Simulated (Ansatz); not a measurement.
# Mo: the cost of one run

Method: DFT PBE, scalar-relativistic, plane waves, PAW, in Ansatz 0.2.0.

1 further run of the same task is left out (set aside as unsound or not needed).

### Step 1. The structure to begin with

It takes space group Im-3m (No. 229, cubic). Conventional cell: a = 3.160 Å, b = 3.160 Å, c = 3.160 Å, α = 90.00°, β = 90.00°, γ = 90.00°. Mo (site symmetry m-3m) has 8 Mo at 2.74 Å as nearest neighbours.

Coordinates:

```cif
data_structure
_symmetry_space_group_name_H-M 'P 1'
_symmetry_Int_Tables_number 1
_cell_length_a 2.7370
_cell_length_b 2.7370
_cell_length_c 2.7370
_cell_angle_alpha 109.471
_cell_angle_beta 109.471
_cell_angle_gamma 109.471
_cell_volume 15.78
loop_
_atom_site_label
_atom_site_type_symbol
_atom_site_fract_x
_atom_site_fract_y
_atom_site_fract_z
_atom_site_occupancy
Mo1 Mo 0.00000 0.00000 0.00000 1
```

This cell was relaxed beforehand with the same method: volume 15.78 Å³/atom, gap on the mesh none (metal).

### Step 2. Cutting the slab

Planes are indexed in the bulk's conventional cell (Im-3m (No. 229)), a = 3.160 Å, b = 3.160 Å, c = 3.160 Å, α = 90.00°, β = 90.00°, γ = 90.00°.

A (110) slab, 6.7 Å thick as cut, with 17 Å of vacuum, in a 2×2 surface cell; its outer planes are Mo (top) and Mo (bottom).

The slab as cut. Its planes from the bottom up:

| plane | atoms per cell | height over the lowest (Å) |
| --- | --- | --- |
| 1 | Mo4 | 0.00 |
| 2 | Mo4 | 2.23 |
| 3 | Mo4 | 4.47 |
| 4 | Mo4 | 6.70 |

### Step 3. The clean surface, relaxed

The input, input.yaml:

```yaml
crystal:
  lattice:
    - [5.4740450137, 0.0, 0.0]
    - [-1.8246816712, 5.1609791329, 0.0]
    - [0.0, 0.0, 23.7043085563]
  atoms:
    - { symbol: Mo, position: [0.25, 0.25, 0.3585845999] }
    - { symbol: Mo, position: [0.25, 0.75, 0.3585845999] }
    - { symbol: Mo, position: [0.75, 0.25, 0.3585845999] }
    - { symbol: Mo, position: [0.75, 0.75, 0.3585845999] }
    - { symbol: Mo, position: [0.5, 0.5, 0.4528615333] }
    - { symbol: Mo, position: [0.5, 0.0, 0.4528615333] }
    - { symbol: Mo, position: [0.0, 0.5, 0.4528615333] }
    - { symbol: Mo, position: [0.0, 0.0, 0.4528615333] }
    - { symbol: Mo, position: [0.75, 0.75, 0.5471384667] }
    - { symbol: Mo, position: [0.75, 0.25, 0.5471384667] }
    - { symbol: Mo, position: [0.25, 0.75, 0.5471384667] }
    - { symbol: Mo, position: [0.25, 0.25, 0.5471384667] }
    - { symbol: Mo, position: [0.0, 0.0, 0.6414154001] }
    - { symbol: Mo, position: [0.0, 0.5, 0.6414154001] }
    - { symbol: Mo, position: [0.5, 0.0, 0.6414154001] }
    - { symbol: Mo, position: [0.5, 0.5, 0.6414154001] }
basis:
  ecutwfc: 420
kpoints:
  mp_grid: { grid: [6, 6, 1] }
hamiltonian:
  xc: pbe
scf:
  occupations: { method: gaussian, width: 0.1 }
output:
  forces: true
  eigenvalues: true
  write_density: true
  write_potential: true
  elf: true
  volumetric_format: npy
relax:
  adjacent_minimum: "off"
  f_tol: 0.03
  max_steps: 70
  constraints: [{ sites: [0, 1, 2, 3, 4, 5, 6, 7] }]
efield:
  axis: 3
  dipole_correction: true
```

Started as:

```
> ansatz run input.yaml --threads 4 --pin off --max-ram 10240MiB --backend cpu --events-out ev --progress --plain --runs-dir out
```

Q: Estimate wall time and peak memory on 4 threads of Intel Xeon Platinum 8488C (Sapphire Rapids), shared host.

About 2.1 min, with a peak of 2.3 GiB.
